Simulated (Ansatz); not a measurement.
**YbAl2 (Fd-3m): band structure from a Python script**

Wanted for YbAl2 (Fd-3m): a band structure.

Computed with Ansatz 0.2.0, driven from Python. Level of theory: DFT PBEsol, plane waves, PAW.

## Step 1: The system

Symmetry: Fd-3m, No. 227, cubic system. The conventional cell has a = 7.973 Å, b = 7.973 Å, c = 7.973 Å, α = 90.00°, β = 90.00°, γ = 90.00°. Yb (site symmetry -43m) has 12 Al at 3.31 Å and 4 Yb at 3.45 Å in its first shell of neighbours. Around Al (site symmetry -3m) lie 6 Al at 2.82 Å and 6 Yb at 3.31 Å.

The script holds or builds the structure itself.

## Step 2: The script

Input file run_bands.py:

```python
"""Band structure of YbAl2."""

import warnings

import ansatz as az
import numpy as np

vectors = np.array([
    [0.0, 3.986526, 3.986526],
    [3.986526, 0.0, 3.986526],
    [3.986526, 3.986526, 0.0],
])
xtal = (
    az.Lattice.of(vectors)
    .atom("Yb", (0.25, 0.25, 0.25))
    .atom("Yb", (0.0, 0.0, 0.0))
    .atom("Al", (0.625, 0.125, 0.625))
    .atom("Al", (0.625, 0.625, 0.125))
    .atom("Al", (0.125, 0.625, 0.625))
    .atom("Al", (0.625, 0.625, 0.625))
)

# vertices of the path, as fractions of the reciprocal vectors
path = [
    ("K", (0.375, 0.375, 0.75)),
    ("G", (0.0, 0.0, 0.0)),
    ("L", (0.5, 0.5, 0.5)),
    ("W", (0.5, 0.25, 0.75)),
    ("X", (0.5, 0.0, 0.5)),
]
model = (
    xtal.calculation()
    .functional(az.Functional.PBESOL)
    .kpoints(mesh=(6, 6, 6))
    .occupations("gaussian", width=0.05)
    .band_structure([point for _, point in path], intervals=10)
    .scf(extra_bands=10)
    .stress()
    .band_table()
)
with warnings.catch_warnings(record=True) as caught:
    warnings.simplefilter("always")
    res = model.run(threads=1)
print("warnings raised:", sorted(w.category.__name__ for w in caught) or "none")
rep = res.report

for key in ("converged", "n_iterations", "n_electrons", "n_kpoints", "n_pw", "n_symmetry_ops", "free_energy_ev", "fermi_energy_ev"):
    print(f"{key:18s} {rep[key]}")

# principal values and the von Mises stress of the deviator
principal = np.linalg.eigvalsh(np.array(rep["stress_gpa"]))
mises = np.sqrt(0.5 * sum((principal[i] - principal[i - 1]) ** 2 for i in range(3)))
print("principal stresses (GPa, compression positive):", np.round(principal, 3))
print(f"mean {principal.mean():.3f} GPa, von Mises {mises:.3f} GPa, PV = {principal.mean() * rep['setup']['cell_volume_ang3'] / 160.21766:.4f} eV")

table = np.array(rep["eigenvalues_ev"]) - rep["fermi_energy_ev"]
filling = np.array(rep["occupations"])
weights = np.tile(rep["kweights"], len(table) // len(rep["kweights"]))
print("band   lowest  highest (eV from E_F)  electrons")
for band in range(table.shape[1]):
    if table[:, band].max() > -8:
        print(f"{band + 1:4d} {table[:, band].min():8.3f} {table[:, band].max():8.3f} {weights @ filling[:, band]:18.4f}")
print("electrons counted from the table:", round(float(weights @ filling.sum(axis=1)), 5))

bands = res.band_structure()
fermi = bands.fermi_energy_ev
print(f"zero of the bands: {fermi:.3f} eV, the Fermi level found on the SCF mesh")
for spin, channel in enumerate(bands.channels):
    levels = channel.eigenvalues_ev - fermi
    crossing = [b for b in range(levels.shape[1]) if levels[:, b].min() < 0 < levels[:, b].max()]
    print(f"channel {spin}: bands that cross the Fermi level on this path:", [b + 1 for b in crossing] or "none")
    shown = crossing or sorted(np.argsort(np.abs(levels).min(axis=0))[:2])
    for k, row in zip(bands.kpoints_frac, levels[:, shown]):
        print(f"{k[0]:7.3f} {k[1]:7.3f} {k[2]:7.3f}  ", " ".join(f"{e:8.3f}" for e in row))
```

## Step 3: The input behind the calls

The engine receives this input:

```yaml
crystal:
  lattice:
    - [0.0, 3.986526, 3.986526]
    - [3.986526, 0.0, 3.986526]
    - [3.986526, 3.986526, 0.0]
  atoms:
    - { symbol: Yb, position: [0.25, 0.25, 0.25] }
    - { symbol: Yb, position: [0.0, 0.0, 0.0] }
    - { symbol: Al, position: [0.625, 0.125, 0.625] }
    - { symbol: Al, position: [0.625, 0.625, 0.125] }
    - { symbol: Al, position: [0.125, 0.625, 0.625] }
    - { symbol: Al, position: [0.625, 0.625, 0.625] }
kpoints:
  mp_grid:
    grid: [6, 6, 6]
  band_path:
    path:
      - [0.375, 0.375, 0.75]
      - [0.0, 0.0, 0.0]
      - [0.5, 0.5, 0.5]
      - [0.5, 0.25, 0.75]
      - [0.5, 0.0, 0.5]
    npoints: 10
hamiltonian:
  xc: pbesol
scf:
  n_extra_bands: 10
  occupations:
    method: gaussian
    width: 0.05
output:
  stress: true
  eigenvalues: true
```

## Step 4: Launch

Launch:

```
$ python run_bands.py
```

**Question.** What results will this script give? Wanted: free energy; pressure; bands on the path.

The runs gave:

| quantity | value |
| --- | --- |
| free energy | -29453.6745 eV (-4908.9458 eV/atom) |
| pressure | -4.35 GPa |
| bands on the path | cross the Fermi level |

**Reading.** The path shows bands through the Fermi level: a metal at this level of theory. The pressure of -4.4 GPa means that the cell would shrink if relaxed at this level. Notes:
- Semilocal functionals put the nearly full 4f shell of Yb too close to the Fermi level.
- The computed bands are complete only to about 4.5 eV above the Fermi level.
- For a metal this k-point mesh is coarse: on a finer one energies can move by several to tens of meV an atom and pressures by half a GPa or more, differences at one mesh by less.
- Only differences from the Fermi energy are physical; the zero of the scale is a convention.
- The structure comes from a database of computed cells and needn't be a stable or known phase.
- Levels are Kohn-Sham eigenvalues on this mesh, without spin-orbit coupling.
